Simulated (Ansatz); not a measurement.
# C3H7BO: the cost of one run

Computed with Ansatz 0.2.0, Gaussian basis. Level: functionals in def2-TZVPP, the program's frozen cores in correlated methods.

The runs, in order: PBE-D4, r2SCAN-D4, PBE0-D4, B3LYP-D4, ωB97X-V, ωB97M-V, B2PLYP; CCSD(T)/def2-TZVPP; MP2/def2-QZVPP; extrapolation to the limit.

**1. The relaxed structure**

An earlier PBE0-D4 in a triple-zeta def2 set relaxation fixed the geometry.

SMILES `CBC(C)=O`, 12 atoms, charge 0, spin multiplicity 1.

Atoms are counted from 1 here; the program's logs count them from 0.

Bond lengths: C1–B2 1.556 Å, C1–H6 1.101 Å, C1–H7 1.093 Å, C1–H8 1.091 Å, B2–C3 1.562 Å, B2–H9 1.199 Å, C3–C4 1.490 Å, C3–O5 1.223 Å, C4–H10 1.095 Å, C4–H11 1.091 Å, C4–H12 1.095 Å. Angles: B2–C1–H6 106.2°, B2–C1–H7 112.6°, B2–C1–H8 115.0°, H6–C1–H7 105.4°, H6–C1–H8 107.5°, H7–C1–H8 109.5°, C1–B2–C3 122.0°, C1–B2–H9 121.2°, C3–B2–H9 116.5°, B2–C3–C4 131.9°, B2–C3–O5 105.0°, C4–C3–O5 123.0°, C3–C4–H10 109.4°, C3–C4–H11 111.0°, C3–C4–H12 109.5°, H10–C4–H11 110.1°, H10–C4–H12 106.6°, H11–C4–H12 110.1°.

**2. PBE-D4 (GGA)**

File in.yaml:

```yaml
crystal:
  periodic: [false, false, false]
  atoms:
    - {symbol: C, position_ang: [-1.207882, 1.346495, -0.574390]}
    - {symbol: B, position_ang: [-0.755380, -0.141516, -0.601427]}
    - {symbol: C, position_ang: [0.144659, -0.754620, 0.518851]}
    - {symbol: C, position_ang: [1.622924, -0.894212, 0.643706]}
    - {symbol: O, position_ang: [-0.636914, -1.148530, 1.373130]}
    - {symbol: H, position_ang: [-0.677306, 1.843859, -1.400767]}
    - {symbol: H, position_ang: [-2.270674, 1.466678, -0.798307]}
    - {symbol: H, position_ang: [-0.965277, 1.885834, 0.342516]}
    - {symbol: H, position_ang: [-1.164278, -0.900480, -1.434189]}
    - {symbol: H, position_ang: [2.006715, -1.469656, -0.204597]}
    - {symbol: H, position_ang: [1.890866, -1.383610, 1.580967]}
    - {symbol: H, position_ang: [2.089546, 0.094459, 0.588508]}
basis:
  gaussian: {orbitals: def2-TZVPP}
hamiltonian: {xc: pbe, dispersion: d4}
output: {forces: true, orbitals: {seedname: orbitals}}
```

Launch:

```sh
$ ansatz run in.yaml --threads 4 --pin off --events-out ev --progress --plain --max-ram 10444MiB
```

**Question.** How long does this run take on 4 threads of Arm Neoverse N1, shared host, and how much memory does it need?

About 3.7 s, with a peak of 0.29 GiB.
